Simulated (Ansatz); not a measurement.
# 64-atom supercell of zincblende HgTe

Wanted: energy, pressure and frontier levels of the defect-free cell (PBEsol and r²SCAN).

All numbers are computed with Ansatz 0.2.0 (PAW, plane waves).

## 1. The system as built

64 atoms (32 Hg, 32 Te); a = 13.020 Å, b = 13.020 Å, c = 13.020 Å, α = 90.00°, β = 90.00°, γ = 90.00°.

The runs, in order: (2) PBEsol cell relaxation at the single k point (½, ½, ½), on 1 × NVIDIA GB300 with 8 threads of Arm Neoverse-V2; (3) r²SCAN single point at the Γ point alone, on 1 × NVIDIA GB300 with 8 threads of Arm Neoverse-V2.

## 2. Relaxing cell and atoms with PBEsol

The input, in.yaml:

```yaml
crystal:
  lattice:
    - [13.020413, 0.000000, 0.000000]
    - [0.000000, 13.020413, 0.000000]
    - [0.000000, 0.000000, 13.020413]
  atoms:
    - { symbol: Hg, position: [0.000000, 0.000000, 0.000000] }
    - { symbol: Hg, position: [0.000000, 0.000000, 0.500000] }
    - { symbol: Hg, position: [0.000000, 0.500000, 0.000000] }
    - { symbol: Hg, position: [0.000000, 0.500000, 0.500000] }
    - { symbol: Hg, position: [0.500000, 0.000000, 0.000000] }
    - { symbol: Hg, position: [0.500000, 0.000000, 0.500000] }
    - { symbol: Hg, position: [0.500000, 0.500000, 0.000000] }
    - { symbol: Hg, position: [0.500000, 0.500000, 0.500000] }
    - { symbol: Hg, position: [0.250000, 0.250000, 0.000000] }
    - { symbol: Hg, position: [0.250000, 0.250000, 0.500000] }
    - { symbol: Hg, position: [0.250000, 0.750000, 0.000000] }
    - { symbol: Hg, position: [0.250000, 0.750000, 0.500000] }
    - { symbol: Hg, position: [0.750000, 0.250000, 0.000000] }
    - { symbol: Hg, position: [0.750000, 0.250000, 0.500000] }
    - { symbol: Hg, position: [0.750000, 0.750000, 0.000000] }
    - { symbol: Hg, position: [0.750000, 0.750000, 0.500000] }
    - { symbol: Hg, position: [0.250000, 0.000000, 0.250000] }
    - { symbol: Hg, position: [0.250000, 0.000000, 0.750000] }
    - { symbol: Hg, position: [0.250000, 0.500000, 0.250000] }
    - { symbol: Hg, position: [0.250000, 0.500000, 0.750000] }
    - { symbol: Hg, position: [0.750000, 0.000000, 0.250000] }
    - { symbol: Hg, position: [0.750000, 0.000000, 0.750000] }
    - { symbol: Hg, position: [0.750000, 0.500000, 0.250000] }
    - { symbol: Hg, position: [0.750000, 0.500000, 0.750000] }
    - { symbol: Hg, position: [0.000000, 0.250000, 0.250000] }
    - { symbol: Hg, position: [0.000000, 0.250000, 0.750000] }
    - { symbol: Hg, position: [0.000000, 0.750000, 0.250000] }
    - { symbol: Hg, position: [0.000000, 0.750000, 0.750000] }
    - { symbol: Hg, position: [0.500000, 0.250000, 0.250000] }
    - { symbol: Hg, position: [0.500000, 0.250000, 0.750000] }
    - { symbol: Hg, position: [0.500000, 0.750000, 0.250000] }
    - { symbol: Hg, position: [0.500000, 0.750000, 0.750000] }
    - { symbol: Te, position: [0.125000, 0.125000, 0.125000] }
    - { symbol: Te, position: [0.125000, 0.125000, 0.625000] }
    - { symbol: Te, position: [0.125000, 0.625000, 0.125000] }
    - { symbol: Te, position: [0.125000, 0.625000, 0.625000] }
    - { symbol: Te, position: [0.625000, 0.125000, 0.125000] }
    - { symbol: Te, position: [0.625000, 0.125000, 0.625000] }
    - { symbol: Te, position: [0.625000, 0.625000, 0.125000] }
    - { symbol: Te, position: [0.625000, 0.625000, 0.625000] }
    - { symbol: Te, position: [0.375000, 0.375000, 0.125000] }
    - { symbol: Te, position: [0.375000, 0.375000, 0.625000] }
    - { symbol: Te, position: [0.375000, 0.875000, 0.125000] }
    - { symbol: Te, position: [0.375000, 0.875000, 0.625000] }
    - { symbol: Te, position: [0.875000, 0.375000, 0.125000] }
    - { symbol: Te, position: [0.875000, 0.375000, 0.625000] }
    - { symbol: Te, position: [0.875000, 0.875000, 0.125000] }
    - { symbol: Te, position: [0.875000, 0.875000, 0.625000] }
    - { symbol: Te, position: [0.375000, 0.125000, 0.375000] }
    - { symbol: Te, position: [0.375000, 0.125000, 0.875000] }
    - { symbol: Te, position: [0.375000, 0.625000, 0.375000] }
    - { symbol: Te, position: [0.375000, 0.625000, 0.875000] }
    - { symbol: Te, position: [0.875000, 0.125000, 0.375000] }
    - { symbol: Te, position: [0.875000, 0.125000, 0.875000] }
    - { symbol: Te, position: [0.875000, 0.625000, 0.375000] }
    - { symbol: Te, position: [0.875000, 0.625000, 0.875000] }
    - { symbol: Te, position: [0.125000, 0.375000, 0.375000] }
    - { symbol: Te, position: [0.125000, 0.375000, 0.875000] }
    - { symbol: Te, position: [0.125000, 0.875000, 0.375000] }
    - { symbol: Te, position: [0.125000, 0.875000, 0.875000] }
    - { symbol: Te, position: [0.625000, 0.375000, 0.375000] }
    - { symbol: Te, position: [0.625000, 0.375000, 0.875000] }
    - { symbol: Te, position: [0.625000, 0.875000, 0.375000] }
    - { symbol: Te, position: [0.625000, 0.875000, 0.875000] }
kpoints:
  mp_grid: { grid: [1, 1, 1], shift: [0.5, 0.5, 0.5] }
hamiltonian:
  xc: pbesol
scf:
  occupations: { method: fermi_dirac, width: 0.01 }
relax:
  f_tol: 0.03
  max_steps: 80
  escape_saddle: false
  adjacent_minimum: "off"
  cell: { fix: [shape] }
output:
  forces: true
  eigenvalues: true
  populations: true
```

The runs that follow: r²SCAN on the final geometry.

Before running it: what results should come out? Wanted: for each run, top filled to lowest empty; energy; pressure.

**Answer**, as computed:

```
             level         time  top filled to lowest empty (eV)  energy (eV/atom)  pressure (GPa)
PBEsol, relaxation  8.8 s (GPU)                             1.31       -10284.8582           -0.01
            r²SCAN   10 s (GPU)                             none       -10411.4764               -
```

| quantity | value |
| --- | --- |
| relaxation | 3 recorded steps, 0.02 eV gained |
| largest shift | 0.00 Å |
| relaxed cell | a = 13.060 Å, b = 13.060 Å, c = 13.060 Å, α = 90.00°, β = 90.00°, γ = 90.00° |

**Reading.** Relaxation gains 0.02 eV and leaves the fractional positions as they were, while the volume changes by +0.9 %. No spin–orbit coupling is included; with elements this heavy it would shift the edges. With one k point the spacing samples only the states that fold onto it, so it can exceed the gap over the zone.
